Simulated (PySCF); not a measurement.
# C2H4Ge (Ge(CCH)H3): levels of theory compared

Wanted: a comparison of 6 runs (HF/STO-3G, HF/3-21G, HF/def2-SVP, BP86/6-31G*, B3LYP/6-31G*, PBE0/def2-SVP) of C2H4Ge (Ge(CCH)H3). Input form: a Python script.

The calculation is run with PySCF 2.14.0.

## Step 1: The molecule

The species is C2H4Ge (7 atoms), meant as a singlet with charge 0. SMILES: `[H][Ge]([H])([H])[C]#C`. Geometry: a GFN2-xTB relaxation, a rough one for these elements and not checked as a minimum.

Bond lengths: Ge1–C2 1.890 Å, C2–C3 1.203 Å, C3–H4 1.053 Å, Ge1–H5 1.491 Å, Ge1–H6 1.490 Å, Ge1–H7 1.490 Å. Angles: Ge1–C2–C3 179.4°, C2–Ge1–H5 108.9°, C2–Ge1–H6 109.0°, C2–Ge1–H7 108.7°, C2–C3–H4 179.5°, H5–Ge1–H6 110.0°, H5–Ge1–H7 110.1°, H6–Ge1–H7 110.1°.

## Step 2: Energy and gradient at HF/STO-3G (run 1)

job.py reads:

```python
from pyscf import gto, scf

mol = gto.Mole()
mol.atom = '''
Ge     0.006425     0.019011    -2.074201
C     -0.007464     0.002230     1.497457
C     -0.016138    -0.033637     3.770325
H     -0.014721    -0.050645     5.760112
H      2.675682     0.031124    -2.973975
H     -1.329649     2.323815    -2.985559
H     -1.314134    -2.291898    -2.994158
'''
mol.basis = 'sto-3g'
mol.unit = 'bohr'
mol.max_memory = 1860
mol.verbose = 4
mol.build()

mf = scf.RHF(mol)
mf.conv_tol = 1e-10
mf.kernel()
if not mf.converged:
    mf = mf.newton().run(mf.mo_coeff, mf.mo_occ)

e_final = mf.e_tot
print('E(%s) = %.9f' % ('HF', e_final))
grad = mf.nuc_grad_method().kernel()
mf.analyze()
```

Started as:

```console
$ OMP_NUM_THREADS=1 python job.py
```

The program printed:

```text
PySCF version 2.14.0

[... 77 lines left out ...]
One-electron Energy =                -3286.777272718494714
[... 6 lines left out ...]
MO #2   energy= -50.439405956345   occ= 2
[... 4 lines left out ...]
MO #7   energy= -10.9417561120315  occ= 2
[... 4 lines left out ...]
MO #12  energy= -0.931057158429076 occ= 2
[... 4 lines left out ...]
MO #17  energy= -0.693182192167816 occ= 2
[... 4 lines left out ...]
MO #22  energy= -0.444774376609359 occ= 2
[... 4 lines left out ...]
MO #27  energy= 0.466746809824144  occ= 0
[... 4 lines left out ...]
MO #32  energy= 1.43175998651649   occ= 0
[... 42 lines left out ...]
Dipole moment(X, Y, Z, Debye):  0.00457,  0.00357, -0.61060
```

It took 1.6 s on 1 thread of Arm Neoverse V1, shared host; peak memory 0.12 GiB.

## Step 3: Energy and forces at HF/3-21G (run 2)

job.py reads:

```python
from pyscf import gto, scf

molecule = gto.M(
    atom='''
Ge   0.003400   0.010060  -1.097620
C   -0.003950   0.001180   0.792420
C   -0.008540  -0.017800   1.995170
H   -0.007790  -0.026800   3.048120
H    1.415910   0.016470  -1.573760
H   -0.703620   1.229710  -1.579890
H   -0.695410  -1.212820  -1.584440
''',
    basis='3-21g',
    max_memory=1860,
    charge=0,
    verbose=3,
    spin=0,
)

mf = scf.RHF(molecule)
mf.conv_tol = 1e-10
mf.kernel()
if not mf.converged:
    mf = mf.newton().run(mf.mo_coeff, mf.mo_occ)

energy = mf.e_tot
print(f'total energy: {energy:.8f} hartree')
grad = mf.nuc_grad_method().kernel()
mf.analyze()
```

Started as:

```console
$ OMP_NUM_THREADS=1 python job.py
```

The program printed:

```text
converged SCF energy = -2142.90536534025
total energy: -2142.90536534 hartree
--------------- RHF gradients ---------------
         x                y                z
0 Ge    -0.0001664557    -0.0001335930    -0.0042298172
1 C     0.0003324846     0.0014464853    -0.0345499793
2 C    -0.0005544116    -0.0015652349     0.0214356491
3 H     0.0002563037     0.0003765587     0.0015065156
4 H    -0.0153715758    -0.0000583442     0.0051687615
5 H     0.0078331667    -0.0134818122     0.0052454555
6 H     0.0076704882     0.0134159404     0.0054234148
----------------------------------------------
**** MO energy ****
MO #1   energy= -402.725135148863  occ= 2
MO #2   energy= -51.9508704094106  occ= 2
MO #3   energy= -45.9627970061666  occ= 2
MO #4   energy= -45.9624797272116  occ= 2
MO #5   energy= -45.9624764667789  occ= 2
MO #6   energy= -11.1814188142894  occ= 2
MO #7   energy= -11.1688262117323  occ= 2
MO #8   energy= -7.16644934224874  occ= 2
MO #9   energy= -5.12041330212815  occ= 2
MO #10  energy= -5.11967955600861  occ= 2
MO #11  energy= -5.11967662205381  occ= 2
MO #12  energy= -1.56925288908409  occ= 2
MO #13  energy= -1.56854395956359  occ= 2
MO #14  energy= -1.56853491751241  occ= 2
MO #15  energy= -1.56583966693563  occ= 2
MO #16  energy= -1.56583703912112  occ= 2
MO #17  energy= -1.02696472327333  occ= 2
MO #18  energy= -0.782872218092024 occ= 2
MO #19  energy= -0.715643989798302 occ= 2
MO #20  energy= -0.538817614148232 occ= 2
MO #21  energy= -0.492601527621268 occ= 2
MO #22  energy= -0.492502288330722 occ= 2
MO #23  energy= -0.398447691686725 occ= 2
MO #24  energy= -0.398413057765065 occ= 2
MO #25  energy= 0.163803482360436  occ= 0
MO #26  energy= 0.163869566147808  occ= 0
MO #27  energy= 0.17019815146901   occ= 0
MO #28  energy= 0.278016261708217  occ= 0
MO #29  energy= 0.278215527099067  occ= 0
MO #30  energy= 0.294318369493212  occ= 0
MO #31  energy= 0.318647323521683  occ= 0
MO #32  energy= 0.362088266331819  occ= 0
MO #33  energy= 0.437624108191465  occ= 0
MO #34  energy= 0.437654230900824  occ= 0
MO #35  energy= 0.492212728916523  occ= 0
MO #36  energy= 0.785699201702701  occ= 0
MO #37  energy= 0.991095299755397  occ= 0
MO #38  energy= 0.991169478613537  occ= 0
MO #39  energy= 1.14423313732453   occ= 0
MO #40  energy= 1.14444918912882   occ= 0
MO #41  energy= 1.21987710705406   occ= 0
MO #42  energy= 1.28668973319847   occ= 0
MO #43  energy= 1.36504696476003   occ= 0
MO #44  energy= 1.36615576824023   occ= 0
MO #45  energy= 1.36631621986294   occ= 0
MO #46  energy= 1.54533572188308   occ= 0
MO #47  energy= 1.65950669024989   occ= 0
MO #48  energy= 2.30427897882956   occ= 0
 ** Mulliken atomic charges  **
charge of    0Ge =      0.61647
charge of    1C =     -0.30266
charge of    2C =     -0.14232
charge of    3H =      0.15800
charge of    4H =     -0.10984
charge of    5H =     -0.10983
charge of    6H =     -0.10982
Dipole moment(X, Y, Z, Debye):  0.00391, -0.00587,  0.11634
```

It took 1.6 s on 1 thread of Arm Neoverse V1, shared host; peak memory 0.12 GiB.

Runs 3 to 5 aren't shown in full; the table further down has their settings and results.

## Step 4: Energy and gradient at PBE0/def2-SVP (run 6)

run.py reads:

```python
# Ge(CCH)H3
from pyscf import gto, dft

system = gto.M(
    atom='''
Ge     0.006425     0.019011    -2.074201
C     -0.007464     0.002230     1.497457
C     -0.016138    -0.033637     3.770325
H     -0.014721    -0.050645     5.760112
H      2.675682     0.031124    -2.973975
H     -1.329649     2.323815    -2.985559
H     -1.314134    -2.291898    -2.994158
''',
    basis='def2-svp',
    max_memory=1860,
    unit='bohr',
    charge=0,
    verbose=4,
    spin=0,
)

ks = dft.RKS(system)
ks.xc = 'pbe0'
ks.conv_tol = 1e-10
ks.grids.level = 5
ks.kernel()
if not ks.converged:
    ks = ks.newton().run(ks.mo_coeff, ks.mo_occ)

etot = ks.e_tot
print(f'total energy: {etot:.8f} hartree')
grad = ks.nuc_grad_method().kernel()
ks.analyze()
```

Started as:

```console
$ OMP_NUM_THREADS=1 python run.py
```

The program printed:

```text
PySCF version 2.14.0

[... 99 lines left out ...]
MO #3   energy= -44.4021742587275  occ= 2
[... 10 lines left out ...]
MO #14  energy= -1.24492792929952  occ= 2
[... 10 lines left out ...]
MO #25  energy= 0.0168061843822897 occ= 0
[... 10 lines left out ...]
MO #36  energy= 0.313229925867932  occ= 0
[... 10 lines left out ...]
MO #47  energy= 0.705850287167461  occ= 0
[... 10 lines left out ...]
MO #58  energy= 1.5270801868392    occ= 0
[... 10 lines left out ...]
MO #69  energy= 1.99806944109706   occ= 0
[... 10 lines left out ...]
MO #80  energy= 3.71007832490836   occ= 0
[... 90 lines left out ...]
Dipole moment(X, Y, Z, Debye):  0.00390, -0.00415, -0.05568
```

It took 22 s on 1 thread of Arm Neoverse V1, shared host; peak memory 0.78 GiB.

## Step 5: Overview of the runs

```csv
run,level,integration grid,Cartesian functions,energy (Eh),dipole moment (D),HOMO energy (eV),LUMO energy (eV),wall time
1,HF/STO-3G,–,no,-2128.826879,0.61,-8.75,10.28,1.6 s
2,HF/3-21G,–,no,-2142.905365,0.12,-10.84,4.46,1.6 s
3,HF/def2-SVP,–,no,-2153.035831,0.07,-10.91,4.04,5.1 s
4,BP86/6-31G* (spherical functions),5,no,-2155.507417,0.04,-6.68,-0.26,19 s
5,B3LYP/6-31G* (Cartesian functions),5,yes,-2155.299305,0.02,-7.56,0.63,21 s
6,PBE0/def2-SVP,5,no,-2154.852221,0.06,-8.12,0.46,22 s
```

## Step 6: Results

| quantity | value |
| --- | --- |
| run 6: total energy | -2154.85222 Eh |
| run 6: dipole moment | 0.06 D |
| run 6: HOMO energy | -8.12 eV |
| run 6: LUMO energy | 0.46 eV |
| run 6: HOMO–LUMO gap | 8.58 eV |
| run 6: largest force on an atom | 1.133 eV/Å |

What this shows: The dipole moment (its size) runs from 0.02 D (B3LYP/6-31G*) to 0.61 D (HF/STO-3G). The two ends differ in method and basis. The HOMO–LUMO gap runs from 6.42 eV (BP86/6-31G*) to 19.03 eV (HF/STO-3G). Totals of different functionals can't be ranked against each other. In run 1 the basis is minimal, so the values are rough. All runs together took 70 s, the longest 22 s.
